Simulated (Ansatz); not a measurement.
# C₂H₈O₂Si₂: one species, many methods

How much do the methods differ for C₂H₈O₂Si₂? The plan is to run it at one geometry with functionals of several rungs and with coupled cluster. The yardstick is the atomisation energy at the CCSD(T) limit.

Computed with Ansatz 0.2.0, Gaussian basis. Level: functionals in def2-TZVPP, the program's frozen cores in correlated methods.

Plan: PBE-D4, r2SCAN-D4, PBE0-D4, B3LYP-D4, ωB97X-V, ωB97M-V, B2PLYP; CCSD(T)/def2-TZVPP; MP2/def2-QZVPP; extrapolation to the limit.

### 1 The geometry

All runs share one geometry, relaxed beforehand with PBE0-D4 in a triple-zeta def2 set.

14 atoms, charge 0, spin multiplicity 1.

Atoms are counted from 1 here; the program's logs count them from 0.

Bond lengths: C1–C2 1.331 Å, C1–H7 1.086 Å, C1–H8 1.087 Å, C2–Si3 1.852 Å, C2–H9 1.089 Å, Si3–O4 1.650 Å, Si3–O5 1.650 Å, Si3–Si6 2.345 Å, O4–H10 0.958 Å, O5–H11 0.960 Å, Si6–H12 1.491 Å, Si6–H13 1.488 Å, Si6–H14 1.489 Å. Angles: C2–C1–H7 121.2°, C2–C1–H8 122.2°, H7–C1–H8 116.6°, C1–C2–Si3 123.3°, C1–C2–H9 118.4°, Si3–C2–H9 118.3°, C2–Si3–O4 104.3°, C2–Si3–O5 111.3°, C2–Si3–Si6 113.6°, O4–Si3–O5 112.5°, O4–Si3–Si6 111.6°, O5–Si3–Si6 103.8°, Si3–O4–H10 117.3°, Si3–O5–H11 116.8°, Si3–Si6–H12 110.7°, Si3–Si6–H13 111.2°, Si3–Si6–H14 110.1°, H12–Si6–H13 108.4° and more.

As a file:

```
C    -1.2218   -1.1398   -1.8001
C    -1.0622   -0.9456   -0.4928
Si   -0.1481    0.5013    0.2162
O     0.1686    1.4622   -1.0877
O    -1.0467    1.2720    1.3649
Si    1.8185   -0.0916    1.3482
H    -0.8208   -0.4391   -2.5259
H    -1.7569   -1.9985   -2.1968
H    -1.4787   -1.6807    0.1951
H     0.7110    2.2378   -0.9399
H    -1.9524    1.4893    1.1328
H     2.5203    1.1218    1.8553
H     1.5258   -0.9822    2.5042
H     2.7434   -0.8069    0.4264
```

### 2 PBE-D4 (GGA)

in.yaml reads:

```yaml
crystal:
  periodic: [false, false, false]
  atoms:
    - {symbol: C, position_ang: [-1.221804, -1.139845, -1.800052]}
    - {symbol: C, position_ang: [-1.062209, -0.945599, -0.492761]}
    - {symbol: Si, position_ang: [-0.148083, 0.501286, 0.216151]}
    - {symbol: O, position_ang: [0.168553, 1.462161, -1.087713]}
    - {symbol: O, position_ang: [-1.046704, 1.272017, 1.364887]}
    - {symbol: Si, position_ang: [1.818458, -0.091599, 1.348175]}
    - {symbol: H, position_ang: [-0.820767, -0.439051, -2.525863]}
    - {symbol: H, position_ang: [-1.756912, -1.998514, -2.196847]}
    - {symbol: H, position_ang: [-1.478736, -1.680671, 0.195104]}
    - {symbol: H, position_ang: [0.711019, 2.237835, -0.939906]}
    - {symbol: H, position_ang: [-1.952388, 1.489316, 1.132850]}
    - {symbol: H, position_ang: [2.520310, 1.121774, 1.855330]}
    - {symbol: H, position_ang: [1.525817, -0.982215, 2.504212]}
    - {symbol: H, position_ang: [2.743446, -0.806885, 0.426435]}
basis:
  gaussian: {orbitals: def2-TZVPP}
hamiltonian: {xc: pbe, dispersion: d4}
output: {forces: true, orbitals: {seedname: orbitals}}
```

The run is started by

```
ansatz run in.yaml --threads 2 --pin off --events-out ev --progress --plain --max-ram 22528MiB --backend cuda --devices 0, --max-vram 18GiB
```

The runs that follow: r2SCAN-D4 (meta-GGA); PBE0-D4 (hybrid); B3LYP-D4 (hybrid); ωB97X-V (range-separated); ωB97M-V (range-separated); B2PLYP (double hybrid); CCSD(T) in def2-TZVPP; MP2 in def2-QZVPP.

Before running them: what should the planned runs give, taken together? Wanted: atomisation energy, CCSD(T)/CBS; farthest; mean size of error, hybrid; mean size of error, range-separated; gap, smallest and largest; T1 diagnostic; triples share of the correlation energy.

**Answer**, as computed:

| quantity | value |
| --- | --- |
| atomisation energy, CCSD(T)/CBS | 55.074 eV |
| functionals within 0.275 eV (0.5 %) | r2SCAN-D4, B3LYP-D4, ωB97X-V, ωB97M-V |
| farthest | B2PLYP (-0.818 eV) |
| mean size of error, hybrid | 0.355 eV |
| mean size of error, range-separated | 0.036 eV |
| gap, smallest and largest | 4.72 eV (PBE-D4), 11.23 eV (ωB97X-V) |
| T1 diagnostic | 0.0126 |
| triples share of the correlation energy | 3.8 % |

PBE-D4 is off by +0.452 eV. Double hybrids carry the basis error of their MP2 part in triple zeta, and no dispersion term here, so their miss is partly the set-up's. The reference freezes the cores and leaves out relativity and excitations past (T), so misses under about 0.275 eV can't be ranked. Hartree-Fock recovers 73 % of the binding; the rest is correlation. Orbital gaps span 4.7 to 11.2 eV; exact exchange widens them.
